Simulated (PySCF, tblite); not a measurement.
**C₃H₈O₂S₂Si+ (doublet): geometry, infrared bands and EPR parameters**

Aim: predict the infrared bands and EPR parameters of C₃H₈O₂S₂Si+ (doublet) (`O=S1(=O)CC([S+][SiH3])C1`).

The runs use tblite 0.8.0 and PySCF 2.14.0, with density-fitted response routines of our own; the level of theory stands in each step. All values are computed, except where a source is named. Atoms count from 0, in the outputs and in this text.

**1. The molecule as given**

16 atoms, charge 1, multiplicity 2; geometry from: force field or distance geometry start.

Bonds of the start (Å): O0–S1 1.48, S1–O2 1.49, S1–C3 1.75, C3–C4 1.51, C4–S5 1.81, S5–Si6 2.15, C4–C7 1.51, C7–S1 1.79, C3–H8 1.11, C3–H9 1.13, C4–H10 1.09, Si6–H11 1.49, Si6–H12 1.47, Si6–H13 1.46, C7–H14 1.12, C7–H15 1.10.

**2. Optimising the geometry with GFN2-xTB**

What the job is given:

```
{"job": {"kind": "relax", "xc": "GFN2-xTB", "basis": "xTB"}, "charge": 1, "multiplicity": 2}
O     -1.525700    -1.507700    -1.770900
S     -0.831000    -0.524100    -0.914100
O      0.100200     0.420900    -1.584600
C     -0.398900    -1.033800     0.708700
C     -0.719100     0.358800     1.192600
S      0.565000     1.568900     0.791700
Si     2.466600     0.662300     0.373800
C     -1.890100     0.351500     0.231400
H      0.632700    -1.388400     0.896000
H     -1.183700    -1.731400     1.131900
H     -0.978900     0.389100     2.252000
H      2.277400    -0.733100    -0.097700
H      3.063200     1.381200    -0.757000
H      3.370200     0.720600     1.517200
H     -2.724400    -0.266300     0.649100
H     -2.231000     1.340600    -0.096700
```

The run is started by

```
$ OMP_NUM_THREADS=1 python probes_run.py task.json out
```

One launch serves the whole session: the jobs run in the order shown.

**Question.** This job is followed by: GFN2-xTB harmonic vibrations, gas phase; UKS B3LYP, pcH-1 on C H O S Si, non-relativistic, mean-field spin-orbit, GIAO. What will the session give for the following? strongest single infrared mode (GFN2-xTB); zero-point energy (GFN2-xTB); g(iso) (B3LYP); ⟨S²⟩; largest a(iso); property runs in this session.

**Answer**, as computed:

```
                                 quantity                                            value
strongest single infrared mode (GFN2-xTB)                            1292 cm⁻¹, 485 km/mol
             zero-point energy (GFN2-xTB)                                    65.2 kcal/mol
                           g(iso) (B3LYP)                                          2.01963
                                     ⟨S²⟩                               0.755 (exact 0.75)
                           largest a(iso)                             1H on H13, 450.7 MHz
            property runs in this session  1, of which 0 failed and 1 gave unsound results
```

Over 133 steps the energy fell by 1.415 eV; of the close pairs, O2–Si6 changed most, 3.081 to 1.851 Å. No mode is imaginary among the 42: a minimum at this level. The strongest single mode, at 1292 cm⁻¹, moves mainly O0 and S1. Unscaled tight-binding wavenumbers are off by several per cent, some by more. Its intensities can rank the bands wrongly. The structure rearranged or came apart on optimisation; the results belong to the end geometry, not to the formula as drawn. S5 carries the largest spin population, 0.63 e. The isotropic g lies 17.3 ppt above the free-electron value. These values are not to be trusted: the run shows a large g shift, which the driver flags as unsure.
